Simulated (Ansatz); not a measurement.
# C3H6BI: up Jacob's ladder to CCSD(T)

How much do the methods differ for C3H6BI? The plan is to run it at one geometry with functionals of several rungs and with coupled cluster, and see how far each lands from CCSD(T) at the basis-set limit for the atomisation energy.

Method: functionals in def2-TZVPP, the program's frozen cores in correlated methods; program: Ansatz 0.2.0, Gaussian basis.

Levels to be run: PBE-D4, r2SCAN-D4, PBE0-D4, B3LYP-D4, ωB97X-V, ωB97M-V, B2PLYP; CCSD(T)/def2-TZVPP; MP2/def2-QZVPP; extrapolation to the limit.

### 1 Structure used throughout

An earlier PBE0-D4 in a triple-zeta def2 set relaxation fixed the geometry. I takes the def2 core potential; no spin-orbit term is included.

SMILES `BC(=C)CI`, 11 atoms, charge 0, spin multiplicity 1.

Atoms are counted from 1 here; the program's logs count them from 0.

Bond lengths: B1–C2 1.543 Å, B1–H6 1.196 Å, B1–H7 1.196 Å, C2–C3 1.342 Å, C2–C4 1.488 Å, C3–H8 1.084 Å, C3–H9 1.088 Å, C4–I5 2.160 Å, C4–H10 1.088 Å, C4–H11 1.088 Å. Angles: C2–B1–H6 119.1°, C2–B1–H7 121.1°, H6–B1–H7 119.8°, B1–C2–C3 118.9°, B1–C2–C4 120.9°, C3–C2–C4 120.1°, C2–C3–H8 120.6°, C2–C3–H9 122.6°, H8–C3–H9 116.8°, C2–C4–I5 110.0°, C2–C4–H10 114.0°, C2–C4–H11 112.8°, I5–C4–H10 105.3°, I5–C4–H11 103.6°, H10–C4–H11 110.4°.

### 2 PBE-D4 (GGA)

in.yaml

```yaml
crystal:
  periodic: [false, false, false]
  atoms:
    - {symbol: B, position_ang: [-1.527699, 0.352602, 0.063401]}
    - {symbol: C, position_ang: [-0.045249, -0.051843, 0.200411]}
    - {symbol: C, position_ang: [0.498855, -0.120334, 1.425271]}
    - {symbol: C, position_ang: [0.763148, -0.409211, -0.997216]}
    - {symbol: I, position_ang: [1.188860, 1.362479, -2.156739]}
    - {symbol: H, position_ang: [-2.132479, 0.683427, 1.040405]}
    - {symbol: H, position_ang: [-2.084090, 0.309557, -0.994692]}
    - {symbol: H, position_ang: [-0.082831, 0.137954, 2.303045]}
    - {symbol: H, position_ang: [1.527037, -0.434591, 1.592630]}
    - {symbol: H, position_ang: [1.734982, -0.838719, -0.762271]}
    - {symbol: H, position_ang: [0.224867, -1.048221, -1.693646]}
basis:
  gaussian: {orbitals: def2-TZVPP}
hamiltonian: {xc: pbe, dispersion: d4}
output: {forces: true, orbitals: {seedname: orbitals}}
```

On the command line:

```bash
$ ansatz run in.yaml --threads 4 --pin off --events-out ev --progress --plain --max-ram 10444MiB
```

The runs that follow: r2SCAN-D4 (meta-GGA); PBE0-D4 (hybrid); B3LYP-D4 (hybrid); ωB97X-V (range-separated); ωB97M-V (range-separated); B2PLYP (double hybrid); CCSD(T) in def2-TZVPP; MP2 in def2-QZVPP.

**Question.** What will the summary of the whole plan be? Wanted: atomisation energy, CCSD(T)/CBS; farthest; mean size of error, hybrid; mean size of error, range-separated; gap, smallest and largest; T1 diagnostic; triples share of the correlation energy.

The runs gave:

| quantity | value |
| --- | --- |
| atomisation energy, CCSD(T)/CBS | 43.004 eV |
| functionals within 0.430 eV (1.0 %) | r2SCAN-D4, B3LYP-D4, ωB97X-V, ωB97M-V, B2PLYP |
| farthest | PBE-D4 (+1.092 eV) |
| mean size of error, hybrid | 0.301 eV |
| mean size of error, range-separated | 0.043 eV |
| gap, smallest and largest | 2.98 eV (PBE-D4), 9.47 eV (ωB97X-V) |
| T1 diagnostic | 0.0098 |
| triples share of the correlation energy | 3.5 % |

In words: PBE-D4 misses by +1.092 eV. Double hybrids carry the basis error of their MP2 part in triple zeta, and no dispersion term here, so their miss is partly the set-up's. The reference freezes the cores and leaves out spin-orbit coupling and excitations past (T), and its outer-core shells are covered unevenly, so misses under about 0.430 eV can't be ranked. All levels share the lack of spin-orbit coupling, which lowers the free heavy atoms and so the true binding. Hartree-Fock recovers 75 % of the binding; the rest is correlation. The gap grows from 3.0 to 9.5 eV across the functionals, mostly with the share of exact exchange. The restricted reference is unstable towards a spin-broken one. Correlated methods include outer-core shells of I, which these sets cover unevenly.
